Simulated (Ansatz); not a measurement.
# GaSiH4O (SMILES [SiH3][O][GaH]) at UPBE0/cc-pVDZ

What is the vertical doublet–quartet gap of GaSiH4O at UPBE0/cc-pVDZ? 

Program for the calculation: Ansatz 0.2.0.

72 further runs of the same task are left out: 72 set aside as unsound or not needed.

### 1 The molecule

The species is GaSiH4O (7 atoms), meant as a doublet with charge 0. As SMILES, `[SiH3][O][GaH]`. The coordinates come from a PBE0-D4/def2-TZVP relaxation. This is one conformer, not always the lowest.

Bond lengths: Si1–O2 1.632 Å, O2–Ga3 1.793 Å, Si1–H4 1.488 Å, Si1–H5 1.491 Å, Si1–H6 1.488 Å, Ga3–H7 1.605 Å. Angles: Si1–O2–Ga3 142.9°, O2–Si1–H4 109.9°, O2–Si1–H5 111.5°, O2–Si1–H6 109.9°, O2–Ga3–H7 113.7°, H4–Si1–H5 108.4°, H4–Si1–H6 108.7°, H5–Si1–H6 108.3°.

### 2 The energy at UPBE0/cc-pVDZ

Contents of molecule.yaml:

```yaml
crystal:
  periodic: [false, false, false]
  atoms:
    - {symbol: Si, position_ang: [-0.907100, 0.576700, -0.244500]}
    - {symbol: O, position_ang: [0.281700, -0.375400, 0.340400]}
    - {symbol: Ga, position_ang: [1.972300, -0.895800, 0.047800]}
    - {symbol: H, position_ang: [-2.099000, -0.248300, -0.578700]}
    - {symbol: H, position_ang: [-0.473700, 1.297400, -1.475800]}
    - {symbol: H, position_ang: [-1.295700, 1.586500, 0.776300]}
    - {symbol: H, position_ang: [2.521500, -1.941000, 1.134400]}
basis:
  gaussian: {orbitals: cc-pVDZ}
magnetization: {spin_polarized: true, initial_magnetization: 1}
hamiltonian: {xc: pbe0}
accuracy: high
output: {orbitals: {seedname: orbitals}}
```

Started as:

```bash
$ ansatz run molecule.yaml --threads 1 --pin off --max-ram 3480MiB --events-out events.jsonl --progress --plain --runs-dir runs
```

Log:

```text
Warning: RAYON_NUM_THREADS=1 ignored (pool sized by the plan → 1); use --threads N
Functional definition: PBE0
  name "PBE0"
  parameter a = 0.25
  parameter kappa = 0.804
  parameter beta = 0.06672455060314922
  exchange = (1 - a)*pbe_x(kappa = kappa, mu = beta*pi^2/3) + a*exact_x
  correlation = pbe_c(beta = beta)
1787 factors; integrals over basis functions are off by at most 4.7e-9 eV
mean field evaluation 1: about -62349.2987 eV, gradient 3.7e1 eV
mean field evaluation 2: about -62308.3295 eV, gradient 9.9e1 eV
mean field evaluation 4: about -62354.4519 eV, gradient 1.7e0 eV
mean field evaluation 8: about -62354.5628 eV, gradient 7.9e-2 eV
mean field evaluation 16: about -62354.5628 eV, gradient 3.4e-5 eV
mean field -62354.56284690 eV, -2291.4879191829 hartree, gradient 1.7e-8 eV, S^2 0.754653; 0 other end points of the search recorded, 0 dependent functions left out
reference -62354.56284968 eV, -2291.4879192851 hartree; 29, 28 occupied and 50, 51 virtual orbitals, 1787 factors
Total energy: -62354.56284968 eV, -2291.4879192851 hartree
```

Wall time 15 s (1 thread of Arm Neoverse V1, shared host); peak memory 0.41 GiB.

### 3 The quartet at the same level

Contents of run.yaml:

```yaml
crystal:
  periodic: [false, false, false]
  atoms:
    - {symbol: Si, position_ang: [-0.907100, 0.576700, -0.244500]}
    - {symbol: O, position_ang: [0.281700, -0.375400, 0.340400]}
    - {symbol: Ga, position_ang: [1.972300, -0.895800, 0.047800]}
    - {symbol: H, position_ang: [-2.099000, -0.248300, -0.578700]}
    - {symbol: H, position_ang: [-0.473700, 1.297400, -1.475800]}
    - {symbol: H, position_ang: [-1.295700, 1.586500, 0.776300]}
    - {symbol: H, position_ang: [2.521500, -1.941000, 1.134400]}
basis:
  gaussian: {orbitals: cc-pVDZ}
magnetization: {spin_polarized: true, initial_magnetization: 3}
hamiltonian: {xc: pbe0}
accuracy: high
output: {orbitals: {seedname: orbitals}}
```

Started as:

```bash
$ ansatz run run.yaml --threads 1 --pin off --max-ram 3480MiB --events-out events.jsonl --progress --plain --runs-dir runs
```

Log, cut to the lines that bear on the results:

```text
Warning: RAYON_NUM_THREADS=1 ignored (pool sized by the plan → 1); use --threads N
[... 7 set-up lines as earlier in the session ...]
1788 factors; integrals over basis functions are off by at most 4.7e-9 eV
mean field evaluation 1: about -62343.4255 eV, gradient 3.3e1 eV
mean field evaluation 2: about -62312.3872 eV, gradient 8.4e1 eV
mean field evaluation 4: about -62348.4562 eV, gradient 6.6e0 eV
mean field evaluation 8: about -62348.8273 eV, gradient 3.9e-1 eV
mean field evaluation 16: about -62348.8567 eV, gradient 5.7e-1 eV
mean field evaluation 32: about -62348.6540 eV, gradient 3.3e0 eV
mean field -62348.86507339 eV, -2291.2785298685 hartree, gradient 3.6e-8 eV, S^2 3.759593; 4 other end points of the search recorded, 0 dependent functions left out
reference -62348.86507629 eV, -2291.2785299752 hartree; 30, 27 occupied and 49, 52 virtual orbitals, 1788 factors
Total energy: -62348.86507629 eV, -2291.2785299752 hartree
```

Run time: 46 s. Hardware: 1 thread of Arm Neoverse V1, shared host; peak memory 0.41 GiB.

### 4 What came out

Level: UPBE0/cc-pVDZ.

| quantity | value |
| --- | --- |
| doublet: total energy | -2291.48792 Eh |
| doublet: HOMO energy (highest over α and β) | -6.07 eV |
| doublet: LUMO energy (lowest over α and β) | -2.83 eV |
| doublet: ⟨S²⟩ | 0.755 |
| quartet: total energy | -2291.27853 Eh |
| quartet: HOMO energy (highest over α and β) | -3.23 eV |
| quartet: ⟨S²⟩ | 3.760 |
| vertical energy of the quartet above the doublet | 5.698 eV |

**Reading.** At this shape the quartet lies 5.70 eV (131 kcal/mol) above the doublet.
